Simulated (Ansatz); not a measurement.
**C7H7+: energies up the ladder**

Wanted for C7H7+: energies up the ladder. Charge +1.

Computed with Ansatz 0.2.0 (the levels named in each step, unless a step's input says otherwise).

### 1 The system as given

Bond lengths: C1–C2 1.379 Å, C2–C3 1.423 Å, C3–C4 1.371 Å, C4–C5 1.393 Å, C5–C6 1.393 Å, C2–C7 1.424 Å, C6–C7 1.371 Å, C1–H8 1.075 Å, C1–H9 1.075 Å, C3–H10 1.080 Å, C4–H11 1.081 Å, C5–H12 1.080 Å, C6–H13 1.081 Å, C7–H14 1.080 Å. Angles (14 of 21 angles, heavy atoms first): C1–C2–C3 121.5°, C1–C2–C7 121.4°, C3–C2–C7 117.1°, C2–C3–C4 121.0°, C3–C4–C5 120.6°, C4–C5–C6 119.7°, C5–C6–C7 120.6°, C2–C7–C6 121.0°, C2–C1–H8 121.2°, C2–C1–H9 121.3°, C2–C3–H10 118.4°, C4–C3–H10 120.6°, C3–C4–H11 120.0°, C5–C4–H11 119.5°.

Coordinates:

```xyz
14

C     2.3795   -0.1219    0.0888
C     1.0037   -0.0509    0.0383
C     0.3383    1.0662   -0.5410
C    -1.0308    1.1265   -0.5895
C    -1.8043    0.0916   -0.0691
C    -1.1814   -1.0137    0.5059
C     0.1865   -1.0930    0.5608
H     2.9933    0.6689   -0.3025
H     2.8785   -0.9684    0.5244
H     0.9381    1.8691   -0.9443
H    -1.5182    1.9825   -1.0348
H    -2.8818    0.1450   -0.1106
H    -1.7853   -1.8140    0.9100
H     0.6696   -1.9511    1.0050
```

### 2 A rough first relaxation, PBE-D4/def2-SVP

File input.yaml:

```yaml
crystal:
  periodic: [false, false, false]
  atoms:
    - { symbol: C, position_ang: [2.37948, -0.12192, 0.08884] }
    - { symbol: C, position_ang: [1.0037, -0.05087, 0.03832] }
    - { symbol: C, position_ang: [0.33828, 1.06622, -0.541] }
    - { symbol: C, position_ang: [-1.03084, 1.12655, -0.58952] }
    - { symbol: C, position_ang: [-1.80435, 0.09156, -0.06907] }
    - { symbol: C, position_ang: [-1.18139, -1.01374, 0.5059] }
    - { symbol: C, position_ang: [0.18653, -1.09298, 0.56083] }
    - { symbol: H, position_ang: [2.99329, 0.66893, -0.30249] }
    - { symbol: H, position_ang: [2.87854, -0.96836, 0.52443] }
    - { symbol: H, position_ang: [0.93805, 1.86909, -0.94429] }
    - { symbol: H, position_ang: [-1.51817, 1.98245, -1.03481] }
    - { symbol: H, position_ang: [-2.88177, 0.14502, -0.11063] }
    - { symbol: H, position_ang: [-1.78527, -1.81399, 0.90995] }
    - { symbol: H, position_ang: [0.66957, -1.95107, 1.00505] }
total_charge: 1
basis:
  gaussian: { orbitals: def2-SVP }
hamiltonian:
  xc: pbe
  dispersion: d4
relax:
  f_tol: 0.03
  max_steps: 200
```

Run with:

```console
$ ansatz run input.yaml --threads 4 --pin off --max-ram 10240MiB --backend cpu --events-out ev --progress --plain --runs-dir out
```

Further steps of the session: Relaxation, PBE0-D4/def2-TZVP; Relaxation, PBE0-D4/def2-SVP; Frequencies, PBE0-D4/def2-SVP; Single point, PBE-D4/def2-TZVPP; Single point, r2SCAN-D4/def2-TZVPP; Single point, B3LYP-D4/def2-TZVPP; Single point, wB97M-V/def2-TZVPP; Single point, B2PLYP/def2-TZVPP; Single point, PBE0-D4/def2-TZVPP; Single point, LDA/def2-TZVPP; Single point, PBE0-D4/def2-SVP; Single point, PBE-D4/def2-SVP.

Before running it: what results should come out? Wanted: C1–C2 at PBE0-D4/def2-SVP; C2–C3 at PBE0-D4/def2-SVP; C2–C7 at PBE0-D4/def2-SVP; frequencies at PBE0-D4/def2-SVP; energy at PBE-D4/def2-SVP.

The runs gave:

```
                       quantity             value
      C1–C2 at PBE0-D4/def2-SVP           1.370 Å
      C2–C3 at PBE0-D4/def2-SVP           1.439 Å
      C2–C7 at PBE0-D4/def2-SVP           1.439 Å
frequencies at PBE0-D4/def2-SVP  169 to 3286 cm⁻¹
      energy at PBE-D4/def2-SVP      -7350.058 eV
```

The C–C distance spreads over 0.008 Å, from PBE0-D4/def2-TZVP (shortest) to PBE0-D4/def2-SVP. No mode is imaginary, so the geometry is a minimum. These totals serve in differences with atoms or fragments at the same level; alone they don't rank the methods.
